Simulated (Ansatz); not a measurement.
# SnH2+ (doublet): from Hartree-Fock to the top rungs at distance Sn1–H2 = 1.312 Å, def2-SVP

Aim: climb from Hartree-Fock through coupled cluster and multireference methods for SnH2+ (doublet) at one geometry and basis, and see what each rung misses.

The runs use Ansatz 0.2.0, Gaussian basis; def2-SVP, core rule «outside noble gas», up to 9 orbitals frozen.

Plan: UHF; CCSD(T) on ROHF; CCSD(T) on UHF; BCCD(T) on ROHF; CISD; CCSDT(Q) on ROHF; CCSDT(Q) on UHF; CISDTQ; CASSCF and MRCISD+Q, 3 electrons in 3 orbitals; CASSCF and NEVPT2, 3 electrons in 3 orbitals; Full CI.

25 further runs of the same task are left out: 6 for a known fault of the program, 19 that didn't finish.

### 1 What is computed

The geometry derives from a PBE0/def2-TZVP stationary point (not a proven minimum). One bond is set to the value named and the two fragments are kept rigid. No spin-orbit coupling is included. Elements past krypton take def2 core potentials.

3 atoms, charge 1, spin multiplicity 2.

Atoms are counted from 1 here; the program's logs count them from 0.

Bond lengths: Sn1–H2 1.312 Å, Sn1–H3 1.655 Å. Angles: H2–Sn1–H3 180.0°.

As a file:

```
Sn    0.00000    0.00000   -0.11447
H     0.00000    0.00000   -1.42647
H     0.00000    0.00000    1.54093
```

### 2 UHF

in.yaml reads:

```yaml
crystal:
  periodic: [false, false, false]
  atoms:
    - {symbol: Sn, position_ang: [0.000000, 0.000000, -0.114467]}
    - {symbol: H, position_ang: [0.000000, 0.000000, -1.426467]}
    - {symbol: H, position_ang: [0.000000, 0.000000, 1.540933]}
basis:
  gaussian: {orbitals: def2-SVP}
total_charge: 1
magnetization: {spin_polarized: true, initial_magnetization: 1}
hamiltonian: {xc: hf}
output: {orbitals: {seedname: orbitals}}
```

Command:

```sh
$ ansatz run in.yaml --threads 1 --pin off --events-out ev --progress --plain --max-ram 2393MiB
```

The runs that follow: CCSD(T) on ROHF; CCSD(T) on UHF; BCCD(T) on ROHF; CISD; CCSDT(Q) on ROHF; CCSDT(Q) on UHF; CISDTQ; CASSCF and MRCISD+Q, 3 electrons in 3 orbitals; CASSCF and NEVPT2, 3 electrons in 3 orbitals; Full CI.

Before running them: what should the planned runs give, taken together? Wanted: FCI below the RHF energy; RMP2 from FCI; UMP2 from FCI; RCCSD from FCI; RCCSD(T) from FCI; UCCSD(T) from FCI; RCCSDT(Q) from FCI; UCCSDT(Q) from FCI; NEVPT2 pair from FCI.

The runs gave:

| quantity | value |
| --- | --- |
| FCI below the RHF energy | -2.1103 eV |
| RMP2 from FCI | +51.4 kJ/mol |
| UMP2 from FCI | +50.4 kJ/mol |
| RCCSD from FCI | +4.0 kJ/mol |
| RCCSD(T) from FCI | +1.0 kJ/mol |
| UCCSD(T) from FCI | +0.2 kJ/mol |
| RCCSDT(Q) from FCI | 0.0 kJ/mol |
| UCCSDT(Q) from FCI | -0.9 kJ/mol |
| NEVPT2 pair from FCI | +42.6 kJ/mol |
| MRCISD+Q pair from FCI | -1.0 kJ/mol |
| levels within 1 kcal/mol (43 meV) | RCCSD, UCCSD, RCCSD(T), UCCSD(T), BCCD(T), RCCSDT, UCCSDT, RCCSDT(Q), UCCSDT(Q), MRCISD+Q pair |
| T1 diagnostic | 0.020 |
| effectively unpaired electrons | 1.03 |

What this shows: RCCSD(T) lands +1.0 kJ/mol from the yardstick (0.5 % of the correlation energy). UCCSDT, UCCSDT(Q), MRCISD+Q pair fall below full CI: unrestricted runs freeze a spin-polarised core, another one than full CI's, and coupled cluster isn't variational. One determinant dominates. Of the multireference levels listed MRCISD+Q pair comes nearest in total energy (-1.0 kJ/mol), which doesn't show that its space is the better one. These misses are within one basis, not against nature; the frozen cores of restricted and unrestricted runs differ, which can shift their rows.
